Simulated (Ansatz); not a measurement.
# C2H7FN2Si: a ladder of functionals and wavefunction methods

Aim: compute C2H7FN2Si with functionals from several rungs and with coupled cluster. The yardstick is the atomisation energy at the CCSD(T) limit.

Method: functionals in def2-TZVPP, the program's frozen cores in correlated methods; program: Ansatz 0.2.0, Gaussian basis.

The runs, in order: PBE-D4, r2SCAN-D4, PBE0-D4, B3LYP-D4, ωB97X-V, ωB97M-V, B2PLYP; CCSD(T)/def2-TZVPP; MP2/def2-QZVPP; extrapolation to the limit.

## Step 1: The geometry

All runs share one geometry, relaxed beforehand with PBE0-D4 in a triple-zeta def2 set.

SMILES `C=C[Si](N)(N)F`, 13 atoms, charge 0, spin multiplicity 1.

Atoms are counted from 1 here; the program's logs count them from 0.

Bond lengths: C1–C2 1.331 Å, C1–H7 1.087 Å, C1–H8 1.087 Å, C2–Si3 1.854 Å, C2–H9 1.090 Å, Si3–N4 1.704 Å, Si3–N5 1.697 Å, Si3–F6 1.607 Å, N4–H10 1.006 Å, N4–H11 1.006 Å, N5–H12 1.007 Å, N5–H13 1.006 Å. Angles: C2–C1–H7 121.5°, C2–C1–H8 122.4°, H7–C1–H8 116.1°, C1–C2–Si3 124.1°, C1–C2–H9 117.8°, Si3–C2–H9 118.1°, C2–Si3–N4 118.6°, C2–Si3–N5 107.8°, C2–Si3–F6 104.9°, N4–Si3–N5 107.3°, N4–Si3–F6 102.9°, N5–Si3–F6 115.8°, Si3–N4–H10 120.0°, Si3–N4–H11 121.0°, H10–N4–H11 111.9°, Si3–N5–H12 120.2°, Si3–N5–H13 121.6°, H12–N5–H13 112.2°.

## Step 2: PBE-D4 (GGA)

in.yaml

```yaml
crystal:
  periodic: [false, false, false]
  atoms:
    - {symbol: C, position_ang: [-0.912246, -1.416300, 1.276711]}
    - {symbol: C, position_ang: [-1.159653, -0.261797, 0.662426]}
    - {symbol: Si, position_ang: [0.112423, 0.715103, -0.267447]}
    - {symbol: N, position_ang: [0.186170, 0.555345, -1.962279]}
    - {symbol: N, position_ang: [1.637557, 0.295014, 0.345910]}
    - {symbol: F, position_ang: [-0.321708, 2.249318, -0.071070]}
    - {symbol: H, position_ang: [0.081009, -1.857104, 1.279596]}
    - {symbol: H, position_ang: [-1.684676, -1.974140, 1.799354]}
    - {symbol: H, position_ang: [-2.179635, 0.120495, 0.691692]}
    - {symbol: H, position_ang: [-0.400701, 1.125432, -2.548043]}
    - {symbol: H, position_ang: [0.397038, -0.330049, -2.390724]}
    - {symbol: H, position_ang: [2.474120, 0.586385, -0.132092]}
    - {symbol: H, position_ang: [1.790704, 0.157597, 1.330664]}
basis:
  gaussian: {orbitals: def2-TZVPP}
hamiltonian: {xc: pbe, dispersion: d4}
output: {forces: true, orbitals: {seedname: orbitals}}
```

Run with:

```
ansatz run in.yaml --threads 2 --pin off --events-out ev --progress --plain --max-ram 22528MiB --backend cuda --devices 0, --max-vram 18GiB
```

Further steps of the session: r2SCAN-D4 (meta-GGA); PBE0-D4 (hybrid); B3LYP-D4 (hybrid); ωB97X-V (range-separated); ωB97M-V (range-separated); B2PLYP (double hybrid); CCSD(T) in def2-TZVPP; MP2 in def2-QZVPP.

Q: Predict the results of all the runs planned. Wanted: atomisation energy, CCSD(T)/CBS; farthest; mean size of error, hybrid; mean size of error, range-separated; gap, smallest and largest; T1 diagnostic; triples share of the correlation energy.

The runs gave:

| quantity | value |
| --- | --- |
| atomisation energy, CCSD(T)/CBS | 1236.1 kcal/mol |
| functionals within 6.2 kcal/mol (0.5 %) | r2SCAN-D4, PBE0-D4, B3LYP-D4, ωB97X-V, ωB97M-V |
| farthest | PBE-D4 (+21.8 kcal/mol) |
| mean size of error, hybrid | 2.1 kcal/mol |
| mean size of error, range-separated | 2.6 kcal/mol |
| gap, smallest and largest | 4.63 eV (PBE-D4), 11.67 eV (ωB97X-V) |
| T1 diagnostic | 0.0109 |
| triples share of the correlation energy | 3.7 % |

**Reading.** PBE-D4 is off by +21.8 kcal/mol. Double hybrids carry the basis error of their MP2 part in triple zeta, and no dispersion term here, so their miss is partly the set-up's. The reference freezes the cores and leaves out relativity and excitations past (T), so misses under about 6.2 kcal/mol can't be ranked. Hartree-Fock recovers 71 % of the binding; the rest is correlation. Orbital gaps span 4.6 to 11.7 eV; exact exchange widens them.
